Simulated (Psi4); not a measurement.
# SiHClOF (SMILES O[Si](F)Cl): UOMP2/aug-cc-pVDZ (density fitting for correlation)

What is the energy change on altering one bond length of SiHClOF at UOMP2/aug-cc-pVDZ (density fitting for correlation)? 

Program for the calculation: Psi4 1.11.

**1. Starting point**

The species is SiHClOF (5 atoms), meant as a doublet with charge 0. As SMILES, `O[Si](F)Cl`. The coordinates come from a PBE0-D4/def2-TZVP relaxation. This is one conformer, not always the lowest.

Bond lengths: O1–Si2 1.630 Å, Si2–F3 1.596 Å, Si2–Cl4 2.040 Å, O1–H5 0.960 Å. Angles: O1–Si2–F3 109.7°, O1–Si2–Cl4 106.8°, F3–Si2–Cl4 108.8°, Si2–O1–H5 117.9°.

**2. A single-point energy at UOMP2/aug-cc-pVDZ (density fitting for correlation)**

Input file job.in:

```
memory 1600 MB

molecule m {
  0 2
  O     -0.003500     1.141300    -0.013500
  Si     0.078300    -0.426700     0.425700
  F      0.979500    -1.232100    -0.616800
  Cl    -1.825100    -1.157700     0.353200
  H      0.820600     1.601600    -0.189800
  symmetry c1
}

set basis aug-cc-pVDZ
set reference uhf
set puream true
set e_convergence 1e-09
set d_convergence 1e-08
set scf_type pk
set num_frozen_docc 12
set maxiter 200

energy("omp2")
```

Command:

```
psi4 -i job.in -o job.out -n 1
```

job.out (excerpt; [...] marks lines left out):

```text
[...]
  Running in c1 symmetry.
[...]
  Nuclear repulsion =  217.611250474468363
[...]
  Multiplicity = 2
[...]
  Nalpha       = 25
  Nbeta        = 24
[...]
    Number of basis functions: 109
[...]
   @UHF iter   1:  -923.34378925694546   -6.55435e-01   4.96888e-03 DIIS/ADIIS
[...]
   @UHF iter  14:  -923.46758996954395   -3.18323e-12   4.26770e-09 DIIS
[...]
   @S^2 Observed:                7.537294760E-01
[...]
    Orbital Energies [Eh]
    ---------------------
    Alpha Occupied:
       1A   -104.843046     2A    -68.917256     3A    -26.322035
       4A    -20.608464     5A    -10.571769     6A     -8.040613
       7A     -8.036187     8A     -8.035853     9A     -6.252450
      10A     -4.361687    11A     -4.356508    12A     -4.355923
      13A     -1.620260    14A     -1.393286    15A     -1.120768
      16A     -0.806533    17A     -0.746542    18A     -0.692273
      19A     -0.690944    20A     -0.618729    21A     -0.587320
      22A     -0.568024    23A     -0.493794    24A     -0.486625
      25A     -0.377599
    Alpha Virtual:
[...]
  @UHF Final Energy:  -923.46758996954395
   => Energetics <=
    Nuclear Repulsion Energy =            217.6112504744683633
    One-Electron Energy =               -1712.9537324780221752
    Two-Electron Energy =                 571.8748920340099176
    Total Energy =                       -923.4675899695439512
  UHF NO Occupations:
  HONO-2 :   23  A 1.9996340
  HONO-1 :   24  A 1.9987835
[...]
 Multipole Moments:
 ------------------------------------------------------------------------------------
     Multipole            Electronic (a.u.)      Nuclear  (a.u.)        Total (a.u.)
 ------------------------------------------------------------------------------------
 L = 1.  Multiply by 2.5417464519 to convert [e a0] to [Debye]
 Dipole X            :         -0.4641494            1.1356705            0.6715211
 Dipole Y            :         -2.6875836            3.2137269            0.5261432
 Dipole Z            :          0.0927566            0.1995461            0.2923026
 Magnitude           :                                                    0.9017805
[...]
	Warning: cc_lambda option is changed to TRUE
	For this residual convergence, default PCG convergence is:     1.00e-07
[...]
	DF-SCS-MP2 Total Energy (a.u.)     :  -924.07092986849602
	DF-SOS-MP2 Total Energy (a.u.)     :  -924.05869622800367
[...]
	DF-SCS-OMP2 Total Energy (a.u.)    :  -924.07802030971243
	DF-SOS-OMP2 Total Energy (a.u.)    :  -924.01819782886582
	DF-SCS(N)-OMP2 Total Energy (a.u.) :  -923.77324898347456
[...]
	DF-OMP2 Total Energy (a.u.)        :  -924.10419668066845
[...]
```

Run time: 69 s. Hardware: 1 thread of Intel Xeon 6975P-C (Granite Rapids), shared host; peak memory 0.54 GiB.

**3. The distorted shape at the same level**

Input file job.inp:

```
memory 1600 mb

molecule m {
  0 2
  O     -0.028039     1.611678    -0.145254
  Si     0.078300    -0.426700     0.425700
  F      0.979500    -1.232100    -0.616800
  Cl    -1.825100    -1.157700     0.353200
  H      0.796061     2.071978    -0.321554
  symmetry c1
}

set {
  basis           aug-cc-pVDZ
  reference       uhf
  puream          true
  e_convergence   1e-09
  d_convergence   1e-08
  scf_type        pk
  num_frozen_docc 12
  maxiter         200
}

E, wfn = energy("omp2", return_wfn=True)
```

Command:

```
psi4 -n 1 job.inp job.out
```

job.out (excerpt; [...] marks lines left out):

```text
[...]
  Running in c1 symmetry.
[...]
  Nuclear repulsion =  203.489601906068657
[...]
  Multiplicity = 2
[...]
  Nalpha       = 25
  Nbeta        = 24
[...]
    Number of basis functions: 109
[...]
   @UHF iter   1:  -923.22730199077273   -9.69411e-01   5.57558e-03 ADIIS/DIIS
[...]
   @UHF iter  20:  -923.40365353191362   -7.50333e-12   8.95622e-09 DIIS
[...]
   @S^2 Observed:                8.016734512E-01
[...]
  @UHF Final Energy:  -923.40365353191362
   => Energetics <=
    Nuclear Repulsion Energy =            203.4896019060686569
    One-Electron Energy =               -1684.4274819576201025
    Two-Electron Energy =                 557.5342265196378548
    Total Energy =                       -923.4036535319136192
  UHF NO Occupations:
  HONO-2 :   23  A 1.9990494
  HONO-1 :   24  A 1.9757661
[...]
 Multipole Moments:
 ------------------------------------------------------------------------------------
     Multipole            Electronic (a.u.)      Nuclear  (a.u.)        Total (a.u.)
 ------------------------------------------------------------------------------------
 L = 1.  Multiply by 2.5417464519 to convert [e a0] to [Debye]
 Dipole X            :         -0.5869514            1.1087753            0.5218239
 Dipole Y            :         -4.0017556            3.7292701           -0.2724855
 Dipole Z            :          0.4164275            0.0551412            0.4715687
 Magnitude           :                                                    0.7542715
[...]
	Warning: cc_lambda option is changed to TRUE
	For this residual convergence, default PCG convergence is:     1.00e-07
[...]
	DF-SCS-MP2 Total Energy (a.u.)     :  -924.01914301913780
	DF-SOS-MP2 Total Energy (a.u.)     :  -924.00708524848051
[...]
	DF-SCS-OMP2 Total Energy (a.u.)    :  -924.03253644490633
	DF-SOS-OMP2 Total Energy (a.u.)    :  -923.97066464815441
	DF-SCS(N)-OMP2 Total Energy (a.u.) :  -923.71406307756047
[...]
	DF-OMP2 Total Energy (a.u.)        :  -924.05906592921679
[...]
```

It took 56 s on 1 thread of Intel Xeon 6975P-C (Granite Rapids), shared host; peak memory 0.54 GiB.

**4. What came out**

At UOMP2/aug-cc-pVDZ (density fitting for correlation), 12 core orbitals frozen:

```
                                                                   quantity          value
                                                  first shape: total energy  -924.10420 Eh
    first shape: HOMO energy (Hartree–Fock orbitals) (highest over α and β)      -10.27 eV
     first shape: LUMO energy (Hartree–Fock orbitals) (lowest over α and β)        0.34 eV
                  first shape: correlation energy (12 core orbitals frozen)     -636.6 mEh
                             first shape: ⟨S²⟩ of the reference determinant          0.754
                                              distorted shape: total energy  -924.05907 Eh
distorted shape: HOMO energy (Hartree–Fock orbitals) (highest over α and β)      -11.16 eV
 distorted shape: LUMO energy (Hartree–Fock orbitals) (lowest over α and β)       -0.30 eV
              distorted shape: correlation energy (12 core orbitals frozen)     -655.4 mEh
                         distorted shape: ⟨S²⟩ of the reference determinant          0.802
         energy change with the O1–Si2 bond stretched from 1.630 to 2.120 Å       1.228 eV
```

In words: With the O1–Si2 bond stretched from 1.630 to 2.120 Å the energy rises by 1.23 eV (28 kcal/mol). The first shape isn't relaxed at this level, so the change isn't measured from a minimum.
